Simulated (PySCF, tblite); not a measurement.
# C7H16P2: geometry, infrared bands and NMR shifts

What infrared bands and NMR shifts should C7H16P2 (`C=P1(P(C)C)[C@@H](C)[C@@H]1C`) show?

Programs: tblite 0.8.0 and PySCF 2.14.0, with density-fitted response routines of our own. Each step states its level of theory. These are calculated values for one molecule in the gas phase, unless marked as measured. Atoms are numbered from 0 throughout.

**1. The molecule as given**

25 atoms, charge 0, multiplicity 1; geometry from: force field or distance geometry start.

Bonds of the start (Å): C0–P1 1.63, P1–P2 2.12, P2–C3 1.82, P2–C4 1.83, P1–C5 1.83, C5–C6 1.51, C5–C7 1.51, C7–C8 1.49, C7–P1 1.78, C0–H9 1.09, C0–H10 1.10, C3–H11 1.12, C3–H12 1.11, C3–H13 1.12, C4–H14 1.10, C4–H15 1.09, C4–H16 1.11, C5–H17 1.10, C6–H18 1.13, C6–H19 1.12, C6–H20 1.09, C7–H21 1.13, C8–H22 1.14, C8–H23 1.12, C8–H24 1.11.

**2. Geometry optimisation with GFN2-xTB**

What the job is given:

```
{"job": {"kind": "relax", "xc": "GFN2-xTB", "basis": "xTB"}, "charge": 0, "multiplicity": 1}
C     -0.039700    -2.143600     0.562500
P     -0.115400    -0.558600     0.191900
P      1.655600     0.499400    -0.311400
C      2.065200     1.950300     0.711100
C      3.064900    -0.609700    -0.696900
C     -1.546300    -0.115700    -0.854000
C     -2.278600    -1.322100    -1.388800
C     -1.654500     0.242100     0.608300
C     -1.583800     1.659700     1.052200
H      0.353900    -2.844400    -0.180900
H     -0.399500    -2.541900     1.527600
H      3.151300     2.218100     0.686100
H      1.526500     2.838600     0.324400
H      1.777500     1.867200     1.789300
H      2.650300    -1.522600    -1.158800
H      3.650300    -0.900800     0.180500
H      3.691500    -0.091100    -1.455000
H     -1.353600     0.673700    -1.598000
H     -3.391500    -1.152800    -1.368800
H     -2.042600    -2.247400    -0.801600
H     -1.956200    -1.476900    -2.420300
H     -2.386000    -0.435100     1.137900
H     -2.128100     1.728800     2.047500
H     -2.177900     2.293400     0.347200
H     -0.544000     2.015400     1.191800
```

Launch:

```
OMP_NUM_THREADS=1 python probes_run.py task.json out
```

The driver reads the jobs from task.json and runs them one after another.

**Question.** This job is followed by: GFN2-xTB harmonic vibrations, gas phase; GIAO PBE0/pcSseg-1 NMR shielding, non-relativistic, gas phase. Predict these results of the whole session: strongest single infrared mode (GFN2-xTB); zero-point energy (GFN2-xTB); 13C shifts against TMS (PBE0/pcSseg-1, means over atoms taken as alike); 1H shifts against TMS (PBE0/pcSseg-1, means over atoms taken as alike); 31P shifts against H3PO4 (PBE0/pcSseg-1).

As calculated:

| quantity | value |
| --- | --- |
| strongest single infrared mode (GFN2-xTB) | 796 cm⁻¹, 171 km/mol |
| zero-point energy (GFN2-xTB) | 130.1 kcal/mol |
| 13C shifts against TMS (PBE0/pcSseg-1, means over atoms taken as alike) | 37.5, 36.0, 17.5, 13.7, 11.5, -5.1 ppm |
| 1H shifts against TMS (PBE0/pcSseg-1, means over atoms taken as alike) | 1.69, 1.60, 1.54, 1.16, 1.10, 0.41 ppm |
| 31P shifts against H3PO4 (PBE0/pcSseg-1) | -53.7, -98.9 ppm |

In words: Over 189 steps the energy fell by 2.385 eV; of the close pairs, P1–P2 changed most, 2.123 to 2.274 Å. All 69 modes are real, so the xTB geometry is a minimum. The strongest single mode, at 796 cm⁻¹, has its largest shares on C0, H10 and H9 (the list is cut at 3 atoms). GFN2-xTB is a fitted tight-binding method: band positions and strengths are rough. Its intensities can rank the bands wrongly. At PBE0/pcSseg-1: Shielding is most anisotropic at P1 (span 495 ppm, paramagnetic term -553 ppm).
